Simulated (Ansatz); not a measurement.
In3As: equation of state with PBE

Crystal: In3As.

```
In As
1.0
     4.67168    0.00000    0.00000
     0.00000    4.67168    0.00000
     0.00000    0.00000    4.67168
In As
3 1
Cartesian
  2.3358 2.3358 0.0000
  2.3358 0.0000 2.3358
  0.0000 2.3358 2.3358
  0.0000 0.0000 0.0000
```

The cell comes from a database or a generator and needn't be the stable form of this composition.

```yaml
Program: Ansatz 0.2.0
Task: equation of state
Functional: PBE
Potentials_or_basis: Ansatz PAW
Cutoff: 420 eV
Density_cutoff: 1680 eV
k_mesh: 6 × 6 × 6
Occupations: fermi-dirac, width 0.05 eV
Spin: no spin polarisation
```

```yaml
Equilibrium_volume: 25.86 Å³/atom
Bulk_modulus: 40 GPa
Pressure_derivative_of_the_bulk_modulus: 4.8
```

Energy against volume, from the lowest point:
```csv
volume (Å³/atom),energy (meV/atom)
23.960,20.19
24.470,10.31
24.980,3.90
25.489,0.58
25.999,0.00
26.509,1.88
27.019,5.97
```

All runs of the series together: 31 s on 2 threads of Intel(R) Xeon(R) Processor @ 2.50GHz (Skylake/Cascade Lake), with other jobs on the host.
